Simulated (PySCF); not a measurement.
# CH11As2In2N: the cost of one run

Computed with PySCF 2.14.0; each step states its level. No surroundings beyond the atoms listed, unless a continuum is named. Atoms count from 0, parts from 1.

1 further run of the same task is left out (for a known fault of the program).

### Step 1. The system as given

Each species was relaxed by itself at GFN1-xTB.

### Step 2. Reaction energy: PBE0-D3(BJ)/def2-SVP

What the job is given:

```
{"job": {"kind": "react", "xc": "PBE0", "basis": "def2-SVP", "disp": "d3bj"}, "charge": 0, "multiplicity": 1}
-1 As2H7IIn2 charge 0 multiplicity 1
I     -2.421090     1.337570     1.909350
In     0.339170     1.141750     1.579530
As    -0.101680     1.402610    -1.206480
In    -0.453960    -1.173020    -1.546480
As     0.691910    -1.402410     1.122840
H      1.353040     2.473130     2.099440
H      0.706790     1.719050    -2.419850
H     -1.314770     1.990760    -1.825090
H      0.740110    -2.098590    -2.402210
H     -1.978860    -1.933030    -1.228710
H      0.307780    -1.900320     2.467210
H      2.131550    -1.557500     1.450450

-1 CH5N charge 0 multiplicity 1
C     -0.573480     0.009650     0.042870
N      0.851720    -0.273820     0.174490
H     -0.766840     0.812710    -0.681500
H     -0.967350     0.307260     1.015680
H     -1.088650    -0.895400    -0.282790
H      1.326640     0.574060     0.466280
H      1.217970    -0.534470    -0.735040

+1 CH11As2In2N charge 0 multiplicity 1
C      0.827570     1.101810     2.441730
N      0.325450     0.292850     1.324750
In    -1.253340     1.018450     0.037210
As    -2.170190    -1.162020    -1.072340
In     0.605070    -1.826510    -1.894700
As     1.208000     0.664310    -1.375480
H      1.732960     0.642210     2.852080
H      1.081290     2.104650     2.089750
H      0.091430     1.194370     3.251670
H      0.151930    -0.640350     1.697630
H     -1.622280     2.751030     0.039640
H     -3.303630    -0.552770    -1.816550
H     -3.086600    -1.543460     0.033600
H      0.786970    -3.131660    -0.742650
H      0.197150    -2.336670    -3.520410
H      1.928450     0.938170    -2.674640
H      2.499790     0.485590    -0.671300

+1 HI charge 0 multiplicity 1
I      0.798300     0.010480    -0.012000
H     -0.798300    -0.010480     0.012000
```

Level: PBE0-D3(BJ)/def2-SVP reaction energy of separated species, gas phase.

Launch:

```sh
$ OMP_NUM_THREADS=1 python cluster_run.py task.json out
```

The driver reads the jobs from task.json and runs them one after another.

Q: Estimate the wall time and peak memory of this first job on 1 thread of Arm Neoverse N1, shared host.

About 71 s, with a peak of 0.77 GiB.
